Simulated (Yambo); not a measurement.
# MgO (Fm-3m) in Yambo: notebook

Runs on MgO. Level: PBEsol. Tasks: optical spectrum.

Program: Yambo 5.3.0. These are calculated values, not measurements. Logs are shortened: lines on timing, memory, paths and dates and some standing lists are left out, and cuts for length are marked.

**The experiment to reproduce.**

From “Electronic structure of alkaline earth and post-transition metal oxides”, 2009, arxiv:0908.1581, for a bulk crystal of MgO: band gap 7.83 eV.

How close the calculation comes is told below.

### 1 The structure

Symmetry: Fm-3m, No. 225, cubic system. The conventional cell has a = 4.194 Å, b = 4.194 Å, c = 4.194 Å, α = 90.00°, β = 90.00°, γ = 90.00°. Mg (site symmetry m-3m) has 6 O at 2.10 Å as nearest neighbours. Around O (site symmetry m-3m) lie 6 Mg at 2.10 Å.

The cell is a database's computed one.

### 2 Optical spectrum, PBEsol

optics0.in

```
optics
chi
Chimod= "IP"
% BndsRnXd
 1 | 33 |
%
% LongDrXd
 1 | 1 | 0 |
%
% QpntsRXd
 1 | 1 |
%
% EnRngeXd
 0 | 10 | eV
%
% DmRngeXd
 0.2 | 0.2 | eV
%
ETStpsXd= 200
```

scf.in

```
&CONTROL
  calculation = 'scf'
  prefix = 'pwscf'
  outdir = './tmp'
  pseudo_dir = './pseudo'
/
&SYSTEM
  ibrav = 0
  nat = 2
  ntyp = 2
  ecutwfc = 84
  nbnd = 14
  occupations = 'smearing'
  smearing = 'fd'
  degauss = 0.00367493
  force_symmorphic = .true.
/
&ELECTRONS
  conv_thr = 4d-10
  electron_maxstep = 120
  mixing_beta = 0.5
/
ATOMIC_SPECIES
Mg    24.3050 Mg.upf
O     15.9990 O.upf
CELL_PARAMETERS angstrom
   0.0000000000    2.0970013927    2.0970013927
   2.0970013927    0.0000000000    2.0970013927
   2.0970013927    2.0970013927    0.0000000000
ATOMIC_POSITIONS crystal
Mg     0.0000000000    0.0000000000    0.0000000000
O      0.5000000000    0.5000000000    0.5000000000
K_POINTS automatic
16 16 16 0 0 0
```

nscf.in

```
&CONTROL
  calculation = 'nscf'
  prefix = 'pwscf'
  outdir = './tmp'
  pseudo_dir = './pseudo'
/
&SYSTEM
  ibrav = 0
  nat = 2
  ntyp = 2
  ecutwfc = 84
  nbnd = 33
  occupations = 'fixed'
  force_symmorphic = .true.
/
&ELECTRONS
  conv_thr = 1d-08
  diago_full_acc = .true.
  diago_thr_init = 1d-06
/
ATOMIC_SPECIES
Mg    24.3050 Mg.upf
O     15.9990 O.upf
CELL_PARAMETERS angstrom
   0.0000000000    2.0970013927    2.0970013927
   2.0970013927    0.0000000000    2.0970013927
   2.0970013927    2.0970013927    0.0000000000
ATOMIC_POSITIONS crystal
Mg     0.0000000000    0.0000000000    0.0000000000
O      0.5000000000    0.5000000000    0.5000000000
K_POINTS automatic
16 16 16 0 0 0
```

Potentials or basis: PseudoDojo 0.4.1 SR PBEsol standard.

Launch:

```
> OMP_NUM_THREADS=1 pw.x -in scf.in > scf.out
> OMP_NUM_THREADS=1 pw.x -in nscf.in > nscf.out
> cd tmp/pwscf.save; p2y; mv SAVE ../..; cd ../..
> OMP_NUM_THREADS=1 yambo
> OMP_NUM_THREADS=1 yambo -F optics0.in -J optics0 -C optics0_out
```

Yambo's report:

```text
[... sections 02.01 to 02.04 as in the set-up run ...]

  [02.05] Energies & Occupations
  ==============================

  [X] === General ===
  [X] Electronic Temperature                        :  0.000000  0.000000 [eV K]
  [X] Bosonic    Temperature                        :  0.000000  0.000000 [eV K]
  [X] Finite Temperature mode                       : no
  [X] El. density                                   :  0.86755E+24 [cm-3]
  [X] Fermi Level                                   :  8.095657 [eV]

  [X] === Gaps and Widths ===
  [X] Conduction Band Min                           :  4.790728 [eV]
  [X] Valence Band Max                              :  0.000000 [eV]
  [X] Filled Bands                                  :   8
  [X] Empty Bands                                   :    9   33
  [X] Direct Gap                                    :  4.790728 [eV]
  [X] Direct Gap localized at k                     :  1
  [X] Indirect Gap                                  :  4.790728 [eV]
  [X] Indirect Gap between kpts                     :  1  1
  [X] Last valence band width                       :  1.803593 [eV]
  [X] 1st conduction band width                     :  6.827879 [eV]

 [03] Transferred momenta grid and indexing
 ==========================================

 IBZ Q-points                                      :  145
 BZ  Q-points                                      :   4096

 K/Q-points units:
 rlu = crystal or reduced units; cc = cartesian coordinates; iku = interal k-units

 Q [  1]        [rlu]:  0.000000  0.000000  0.000000
 Q [  2]        [rlu]: -0.16425E-17 -0.16425E-17  0.62500E-01
 Q [  3]        [rlu]: -0.32851E-17 -0.32851E-17  0.12500
 Q [  4]        [rlu]:  0.16953E-17  0.16953E-17  0.18750
 Q [  5]        [rlu]: -0.65702E-17 -0.65702E-17  0.25000
 Q [  6]        [rlu]: -0.82127E-17 -0.82127E-17  0.31250
[... 42 lines left out ...]
 Q [ 49]        [rlu]:  0.13557E-17  0.25000      0.25000
 Q [ 50]        [rlu]: -0.16425E-17  0.25000      0.31250

 Remaining 95 points informations can be written running with -fatlog

 [04] Dipoles
 ============

  [04.01] Setup: observables and procedures
  =========================================

  [WF-Oscillators/G space/Transverse up loader] Normalization (few states)  min/max  :  0.18998E-16   1.0000

  [WR./optics0//ndb.dipoles]------------------------------------------------------
   Brillouin Zone Q/K grids (IBZ/BZ)                :    145   4096    145   4096
   RL vectors                                       :  2229 [WF]
   Fragmentation                                    : yes
   Electronic Temperature                           :  0.000000 [K]
   Bosonic    Temperature                           :  0.000000 [K]
   DIP band range                                   :    1   33
   DIP band range limits                            :   8   9
   DIP e/h energy range                             : -1.000000 -1.000000 [eV]
   RL vectors in the sum                            :  2229
   [r,Vnl] included                                 : yes
   Bands ordered                                    : yes
   Direct v evaluation                              : no
   Approach used                                    : G-space v
   Dipoles computed                                 : R V P [G-space]
   Wavefunctions                                    : Perdew, Burke & Ernzerhof SOL(X)+Perdew, Burke & Ernzerhof SOL(C)

  [WARNING] [r,Vnl^pseudo] included in position and velocity dipoles.

  [WARNING] In case H contains other non local terms, these are neglected

 [05] Optics
 ===========

 [X-CG] R(p) Tot o/o(of R):    25454   819200      100
```

It took 78 s on 1 thread of AMD EPYC 7R43 (Zen 3), shared host; peak memory 0.32 GiB.

Results:

```
Band gap on the k mesh, mean-field level       : 4.79 eV, direct
Absorption peak                                : 8.69 eV
Electronic dielectric constant along the field : 3.26
```

Dielectric function (along the field direction of the input):
| energy (eV) | real part | imaginary part |
| --- | --- | --- |
| 0.25 | 3.26 | 0.04 |
| 0.75 | 3.27 | 0.04 |
| 1.26 | 3.30 | 0.04 |
| 1.76 | 3.33 | 0.05 |
| 2.26 | 3.38 | 0.05 |
| 2.81 | 3.45 | 0.06 |
| 3.32 | 3.54 | 0.07 |
| 3.82 | 3.67 | 0.08 |
| 4.32 | 3.86 | 0.12 |
| 4.82 | 4.15 | 0.29 |
| 5.38 | 4.23 | 0.66 |
| 5.88 | 4.05 | 0.91 |
| 6.38 | 4.30 | 1.18 |
| 6.88 | 4.32 | 1.12 |
| 7.39 | 4.45 | 1.54 |
| 7.94 | 4.64 | 1.88 |
| 8.44 | 4.78 | 2.82 |
| 8.94 | 3.82 | 3.18 |
| 9.45 | 3.42 | 3.04 |
| 10.00 | 3.27 | 2.90 |

Caveat: independent-particle spectra lack excitons.

### 3 Optical spectrum, PBEsol

optics1.in

```
optics
chi
Chimod= "HARTREE"
% BndsRnXd
 1 | 33 |
%
NGsBlkXd= 2 Ry
% LongDrXd
 1 | 1 | 0 |
%
% QpntsRXd
 1 | 1 |
%
% EnRngeXd
 0 | 20 | eV
%
% DmRngeXd
 0.3 | 0.3 | eV
%
ETStpsXd= 150
```

scf.in is that of step 2.

nscf.in is that of step 2.

Potentials or basis: PseudoDojo 0.4.1 SR PBEsol standard.

Launch:

```
> OMP_NUM_THREADS=1 pw.x -in scf.in > scf.out
> OMP_NUM_THREADS=1 pw.x -in nscf.in > nscf.out
> cd tmp/pwscf.save; p2y; mv SAVE ../..; cd ../..
> OMP_NUM_THREADS=1 yambo
> OMP_NUM_THREADS=1 yambo -F optics1.in -J optics1 -C optics1_out
```

Yambo's report:

```text
[... sections 02.01 to 02.04 as in the set-up run ...]

  [02.05] Energies & Occupations
  ==============================

  [X] === General ===
  [X] Electronic Temperature                        :  0.000000  0.000000 [eV K]
  [X] Bosonic    Temperature                        :  0.000000  0.000000 [eV K]
  [X] Finite Temperature mode                       : no
  [X] El. density                                   :  0.86755E+24 [cm-3]
  [X] Fermi Level                                   :  8.095657 [eV]

  [X] === Gaps and Widths ===
  [X] Conduction Band Min                           :  4.790728 [eV]
  [X] Valence Band Max                              :  0.000000 [eV]
  [X] Filled Bands                                  :   8
  [X] Empty Bands                                   :    9   33
  [X] Direct Gap                                    :  4.790728 [eV]
  [X] Direct Gap localized at k                     :  1
  [X] Indirect Gap                                  :  4.790728 [eV]
  [X] Indirect Gap between kpts                     :  1  1
  [X] Last valence band width                       :  1.803593 [eV]
  [X] 1st conduction band width                     :  6.827879 [eV]

 [03] Transferred momenta grid and indexing
 ==========================================

 IBZ Q-points                                      :  145
 BZ  Q-points                                      :   4096

 K/Q-points units:
 rlu = crystal or reduced units; cc = cartesian coordinates; iku = interal k-units

 Q [  1]        [rlu]:  0.000000  0.000000  0.000000
 Q [  2]        [rlu]: -0.16425E-17 -0.16425E-17  0.62500E-01
 Q [  3]        [rlu]: -0.32851E-17 -0.32851E-17  0.12500
 Q [  4]        [rlu]:  0.16953E-17  0.16953E-17  0.18750
 Q [  5]        [rlu]: -0.65702E-17 -0.65702E-17  0.25000
 Q [  6]        [rlu]: -0.82127E-17 -0.82127E-17  0.31250
[... 42 lines left out ...]
 Q [ 49]        [rlu]:  0.13557E-17  0.25000      0.25000
 Q [ 50]        [rlu]: -0.16425E-17  0.25000      0.31250

 Remaining 95 points informations can be written running with -fatlog

 [04] Dipoles
 ============

  [04.01] Setup: observables and procedures
  =========================================

  [WF-Oscillators/G space/Transverse up loader] Normalization (few states)  min/max  :  0.18998E-16   1.0000

  [WR./optics1//ndb.dipoles]------------------------------------------------------
   Brillouin Zone Q/K grids (IBZ/BZ)                :    145   4096    145   4096
   RL vectors                                       :  2229 [WF]
   Fragmentation                                    : yes
   Electronic Temperature                           :  0.000000 [K]
   Bosonic    Temperature                           :  0.000000 [K]
   DIP band range                                   :    1   33
   DIP band range limits                            :   8   9
   DIP e/h energy range                             : -1.000000 -1.000000 [eV]
   RL vectors in the sum                            :  2229
   [r,Vnl] included                                 : yes
   Bands ordered                                    : yes
   Direct v evaluation                              : no
   Approach used                                    : G-space v
   Dipoles computed                                 : R V P [G-space]
   Wavefunctions                                    : Perdew, Burke & Ernzerhof SOL(X)+Perdew, Burke & Ernzerhof SOL(C)

  [WARNING] [r,Vnl^pseudo] included in position and velocity dipoles.

  [WARNING] In case H contains other non local terms, these are neglected

 [05] Optics
 ===========

 [X-CG] R(p) Tot o/o(of R):    25454   819200      100
```

It took 84 s on 1 thread of AMD EPYC 7R43 (Zen 3), shared host; peak memory 0.89 GiB.

Results:

| Quantity | Value |
| --- | --- |
| Band gap on the k mesh, mean-field level | 4.79 eV, direct |
| Absorption peak | 11.14 eV |
| Electronic dielectric constant along the field | 3.11 |
| Electronic dielectric constant along the field, independent particles | 3.26 |

Dielectric function (along the field direction of the input):
```csv
energy (eV),real part,imaginary part
0.27,3.12,0.06
0.67,3.12,0.06
1.21,3.14,0.06
1.74,3.18,0.06
2.28,3.23,0.07
2.68,3.28,0.08
3.22,3.37,0.09
3.76,3.49,0.12
4.30,3.68,0.17
4.70,3.88,0.29
5.23,4.00,0.64
5.77,3.97,0.94
6.31,4.05,1.13
6.85,3.99,1.24
7.25,4.11,1.49
7.79,4.18,1.82
8.32,4.25,2.51
8.86,3.46,3.07
9.26,3.01,3.03
9.80,2.72,2.92
10.34,2.95,2.95
10.87,2.31,3.71
11.28,1.47,3.83
11.81,0.89,2.99
12.35,0.80,2.47
12.89,0.88,2.22
13.42,0.90,1.89
13.83,1.20,1.79
14.36,1.34,1.98
14.90,1.34,2.20
15.44,1.12,2.46
15.84,0.82,2.40
16.38,0.65,2.28
16.91,0.44,2.22
17.45,0.37,2.07
17.85,0.32,2.19
18.39,-0.25,2.15
18.93,-0.49,1.51
19.46,-0.34,1.10
20.00,-0.15,0.87
```

Caveat: these spectra lack excitons.

### 4 Comparison with measurements

Step 2. Measured gap of MgO: 7.83 eV (quoted in “Electronic structure of alkaline earth and post-transition metal oxides”, 2009, arxiv:0908.1581). This calculation gives 4.79 eV (-3.04 eV). The value is that of PBEsol on a finite k mesh, which can miss the band edges, without temperature or zero-point motion. Semilocal functionals fall short of measured gaps as a rule. The cell is a database's relaxed one, not the measured one, which moves gaps too.

Step 3. Measured gap of MgO: 7.83 eV (quoted in “Electronic structure of alkaline earth and post-transition metal oxides”, 2009, arxiv:0908.1581). This calculation gives 4.79 eV (-3.04 eV). The value is that of PBEsol on a finite k mesh, which can miss the band edges, without temperature or zero-point motion. Semilocal functionals fall short of measured gaps as a rule. The cell is a database's relaxed one, not the measured one, which moves gaps too.
